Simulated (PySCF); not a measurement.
# CH3Br: the cost of one run

Computed with PySCF 2.14.0, with density-fitted response routines of our own, on a single molecule, in the gas phase or a continuum. Atoms count from 0, in the outputs and in this text.

### Step 1. The molecule as given

5 atoms, charge 0, multiplicity 1; geometry from: GFN2-xTB. The atoms were then displaced at random by about 0.01 Å, so the start is not that level's minimum.

Bonds of the start (Å): C0–Br1 1.91, C0–H2 1.10, C0–H3 1.11, C0–H4 1.07.

### Step 2. Geometry optimisation at PBE0-D3(BJ)/def2-TZVP

The job: settings as JSON, then the geometry in Å.

```
{"job": {"xc": "PBE0", "basis": "def2-TZVP", "d3": "d3bj", "grid": 2, "shake": 0.01, "kind": "geom"}, "charge": 0, "multiplicity": 1}
C     -0.163210    -0.027250     0.008050
Br     1.746750     0.016490    -0.075320
H     -0.569270    -0.542240    -0.873210
H     -0.499680     1.027820    -0.007340
H     -0.481020    -0.508790     0.909930
```

Launch:

```
$ OMP_NUM_THREADS=1 python probes_run.py task.json out
```

The driver reads the jobs from task.json and runs them one after another.

**Question.** How long does this first job take on 1 thread of Arm Neoverse N1, shared host, and how much memory does it need?

About 25 s, with a peak of 0.4 GiB.
